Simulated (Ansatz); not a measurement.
# Ga4As3P: the band gap up the ladder of functionals

An exercise on one series of results from a longer session: the logs are not shown, and one member is left open.

Program: Ansatz 0.2.0. PAW datasets, plane waves. No spin polarisation and no zero-point or thermal motion; the cell was built from a prototype and may be hypothetical.

## Starting point

The cell was relaxed beforehand with r2SCAN.

It is tetragonal, I-42m (No. 121); a = 5.612 Å, c = 11.221 Å in the conventional setting, 22.09 Å³ an atom. Around P lie 4 Ga at 2.38 Å; around Ga lie 1 P at 2.38 Å and 3 As at 2.44–2.46 Å; around As lie 4 Ga at 2.44 Å; around As lie 4 Ga at 2.46 Å.

As a file:

```cif
data_structure
_symmetry_space_group_name_H-M 'I-42m'
_symmetry_Int_Tables_number 121
_cell_length_a 5.6118
_cell_length_b 5.6118
_cell_length_c 11.2213
_cell_angle_alpha 90.000
_cell_angle_beta 90.000
_cell_angle_gamma 90.000
_cell_volume 353.38
loop_
_atom_site_label
_atom_site_type_symbol
_atom_site_symmetry_multiplicity
_atom_site_Wyckoff_symbol
_atom_site_fract_x
_atom_site_fract_y
_atom_site_fract_z
_atom_site_occupancy
P1 P 2 a 0.00000 0.00000 0.00000 1
Ga1 Ga 8 i 0.25618 0.25618 0.37715 1
As1 As 4 d 0.50000 0.00000 0.25000 1
As2 As 2 b 0.50000 0.50000 0.00000 1
```

Set-up of the first run:

The input, input.yaml:

```yaml
crystal:
  lattice:
    - [-2.805887112, 2.805887112, 5.6106343001]
    - [2.805887112, -2.805887112, 5.6106343001]
    - [2.805887112, 2.805887112, -5.6106343001]
  atoms:
    - { symbol: P, position: [0.0, 0.0, 0.0] }
    - { symbol: Ga, position: [0.6333247871, 0.6333247871, 0.5123560538] }
    - { symbol: As, position: [0.25, 0.75, 0.5] }
    - { symbol: Ga, position: [0.8790312667, 0.3666752129, 0.0] }
    - { symbol: As, position: [0.5, 0.5, 0.0] }
    - { symbol: Ga, position: [0.1209687333, 0.1209687333, 0.4876439462] }
    - { symbol: As, position: [0.75, 0.25, 0.5] }
    - { symbol: Ga, position: [0.3666752129, 0.8790312667, 0.0] }
kpoints:
  mp_grid: { grid: [6, 6, 6] }
  band_path:
    path:
      - [[0.0, 0.0, 0.0], [1.633395004321e-17, -1.633395004321e-17, 0.5], [0.25, 0.25, 0.25], [1.341902953376e-18, 0.5, -1.341902953376e-18], [0.0, 0.0, 0.0], [0.5, 0.5, -0.5], [0.3125253990823, 0.6874746009177, -0.3125253990823]]
      - [[-0.3125253990823, 0.3125253990823, 0.3125253990823], [0.0, 0.0, 0.0]]
      - [[1.633395004321e-17, -1.633395004321e-17, 0.5], [-0.1250507981646, 0.1250507981646, 0.5]]
      - [[0.5, 0.5, -0.1250507981646], [0.5, 0.5, -0.5]]
    npoints: 10
hamiltonian:
  xc: pbe
scf:
  occupations: { method: fermi_dirac, width: 0.02 }
  n_extra_bands: 6
output:
  forces: true
  stress: true
  eigenvalues: true
```

Started as:

```
> ansatz run input.yaml --threads 2 --pin off --max-ram 29491MiB --backend cpu --events-out ev --progress --plain --runs-dir out
```

Among the steps run: PBE bands along the symmetry lines; r2SCAN at the same geometry; Single point with HSE06; Single point with PBE+SOC; PBE0 at the same geometry.

One of the session's tables, all rows but one given; the rest of the session is left out.

```
  level  gap (eV)
    PBE      0.79
 r2SCAN         ?
  HSE06      1.69
PBE+SOC      0.70
   PBE0      2.28
```

Q: Estimate the row for r2SCAN from the others.

As computed: gap (eV): 1.29. In the column «gap (eV)» it lies between PBE (0.79) and HSE06 (1.69).

Meshes: PBE 6×6×6, r2SCAN 6×6×6, HSE06 4×4×4, PBE+SOC 6×6×6, PBE0 4×4×4

Against HSE06, PBE is short by 0.90 eV, at 47 % of it, and r2SCAN 76 %. PBE0 lies 0.58 eV above HSE06, which differs from it by screening the long-range exchange.

To keep in mind: Warnings in the runs' records: stress exchange threshold loose, stress scf threshold loose.
